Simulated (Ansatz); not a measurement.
# SiSn2: the cost of one run

Computed with Ansatz 0.2.0 (DFT PBE, scalar-relativistic, plane waves, PAW, unless a step's input says otherwise).

## (1) The system as given

Symmetry: P-3m1, No. 164, trigonal system. The conventional cell has a = 4.067 Å, b = 4.067 Å, c = 9.962 Å, α = 90.00°, β = 90.00°, γ = 120.00°. Si (site symmetry 3m) has 3 Sn at 2.49 Å and 1 Si at 2.49 Å as nearest neighbours. Sn (site symmetry 3m) is surrounded by 4 Sn at 2.49 Å. Sn (site symmetry 3m) has 3 Si at 2.49 Å and 1 Sn at 2.49 Å as nearest neighbours.

Coordinates:

```
Si Sn
1.0
     4.06678    0.00000    0.00000
    -2.03339    3.52193    0.00000
     0.00000    0.00000    9.96153
Si Sn
2 4
Direct
  0.00000 0.00000 0.37500
  0.00000 0.00000 0.62500
  0.33333 0.66667 0.04167
  0.66667 0.33333 0.70833
  0.33333 0.66667 0.29167
  0.66667 0.33333 0.95833
```

The start is an ordering of an alloy on its end members' structure types: elements ordered on the sites of the Ge type, Si/Sn on Ge (P-3m1, No. 164).

## (2) Probe: one point on a coarse mesh

input.yaml

```yaml
crystal:
  lattice:
    - [4.0667785, 0.0, 0.0]
    - [-2.03338925, 3.52193349, 0.0]
    - [0.0, 0.0, 9.96153221]
  atoms:
    - { symbol: Si, position: [0.0, 0.0, 0.375] }
    - { symbol: Si, position: [0.0, 0.0, 0.625] }
    - { symbol: Sn, position: [0.33333333, 0.66666667, 0.04166667] }
    - { symbol: Sn, position: [0.66666667, 0.33333333, 0.70833333] }
    - { symbol: Sn, position: [0.33333333, 0.66666667, 0.29166667] }
    - { symbol: Sn, position: [0.66666667, 0.33333333, 0.95833333] }
basis:
  ecutwfc: 420
kpoints:
  mp_grid: { grid: [6, 6, 2] }
hamiltonian:
  xc: pbe
scf:
  occupations: { method: gaussian, width: 0.1 }
  lower_state_search: "off"
output:
  forces: true
  stress: true
  eigenvalues: true
```

Run with:

```console
ansatz run input.yaml --threads 1 --pin off --max-ram 2560MiB --backend cpu --events-out ev --progress --plain --runs-dir out
```

**Question.** How long does this run take on 1 thread of Intel Xeon at 2.70GHz, shared host, and how much memory does it need?

About 4.2 s, with a peak of 0.42 GiB.
